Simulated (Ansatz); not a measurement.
I need harmonic frequencies at the relaxed geometry of ClSr. Use Ansatz 0.2.0, Python API. Settings (for the species named): CAM-B3LYP, def2-SVP basis, multiplicity 2.

```yaml
atoms:
  - { symbol: Sr, position_ang: [0.0000, 0.0000, 0.0000] }
  - { symbol: Cl, position_ang: [0.0000, 0.0000, 2.6800] }
```

`freq_clsr.py`
```python
# -*- coding: utf-8 -*-
'''Vibrations of ClSr.'''

import warnings

import ansatz as az
from ase import Atoms
import numpy as np

BASIS_SET = 'def2-SVP'
XC = 'cam_b3lyp'

warnings.simplefilter('ignore', az.DeckWarning)

atoms = Atoms(['Sr', 'Cl'], positions=[
    (0.0, 0.0, 0.0),
    (0.0, 0.0, 2.68),
])
clsr = az.Crystal.molecule_from_ase(atoms)

model = (
    clsr.calculation()
    .basis(gaussian=BASIS_SET)
    .functional(XC)
    .spin('collinear', total=1)
)
symbols = [site.symbol for site in clsr.cartesian_sites]
start = np.array([site.position_ang for site in clsr.cartesian_sites], dtype=float)
report = model.relax(force_tolerance=0.003).run(threads=1, pin='off').report
end = np.array(report['positions_ang'])

print('final positions (A) and the move of each atom')
for symbol, xyz, old in zip(symbols, end, start):
    print(f'{symbol:2s} {xyz[0]:10.5f} {xyz[1]:10.5f} {xyz[2]:10.5f}   {np.linalg.norm(xyz - old):7.4f}')

# same settings at the minimum
minimum = az.Crystal.molecule()
for symbol, place in zip(symbols, end):
    minimum = minimum.atom(symbol, place.tolist())
vibrating = (
    minimum.calculation()
    .basis(gaussian=BASIS_SET)
    .functional(XC)
    .spin('collinear', total=1)
    .phonons(temperatures=(200, 600, 100))
)
vib = vibrating.run(threads=1, pin='off').report['vibrations']
sums = vib['harmonic_sums']
modes = [m['omega_inv_cm'] for m in sums['modes_at_gamma'] if m['rigid_motion'] == 'no']
print('frequencies (1/cm):', ' '.join(f'{w:.0f}' for w in modes))
print('imaginary modes:', sum(w < 0 for w in modes), ' zero-point energy:', round(sums['zero_point_energy_ev'], 4), 'eV')
print('T (K)   F_vib (eV)   S_vib (meV/K)   C_vib (meV/K)')
for row in zip(sums['temperatures_k'], sums['vibrational_free_energy_ev'], vib['entropy_ev_per_k'], vib['heat_capacity_ev_per_k']):
    print(f'{row[0]:6.1f} {row[1]:11.4f} {1000 * row[2]:13.4f} {1000 * row[3]:15.4f}')
```

```console
$ python freq_clsr.py
final positions (A) and the move of each atom
Sr   -0.00000   -0.00000    0.04106    0.0411
Cl    0.00000    0.00000    2.63894    0.0411
frequencies (1/cm): 315
imaginary modes: 0  zero-point energy: 0.0196 eV
T (K)   F_vib (eV)   S_vib (meV/K)   C_vib (meV/K)
 200.0      0.0177        0.0319          0.0571
 300.0      0.0131        0.0583          0.0715
 400.0      0.0062        0.0798          0.0775
 500.0     -0.0027        0.0974          0.0805
 600.0     -0.0132        0.1122          0.0822
```

What to keep in mind:
- The frequencies are harmonic and unscaled, in a modest basis. The result belongs to the one conformer reached from this start, and soft torsions count as harmonic oscillators.
- def2 sets replace the cores of elements past krypton by effective core potentials.
- The species is open-shell (spin multiplicity 2).
- The spin state was assumed, and another may lie lower.
- Timing: 23 s on 1 thread of Arm Neoverse V2, with other jobs on the host, peak memory 0.2 GiB.

(A comment or docstring line of the script was reworded after the run, the code is as it ran; lines on the test bed's own set-up are left out of the output.)
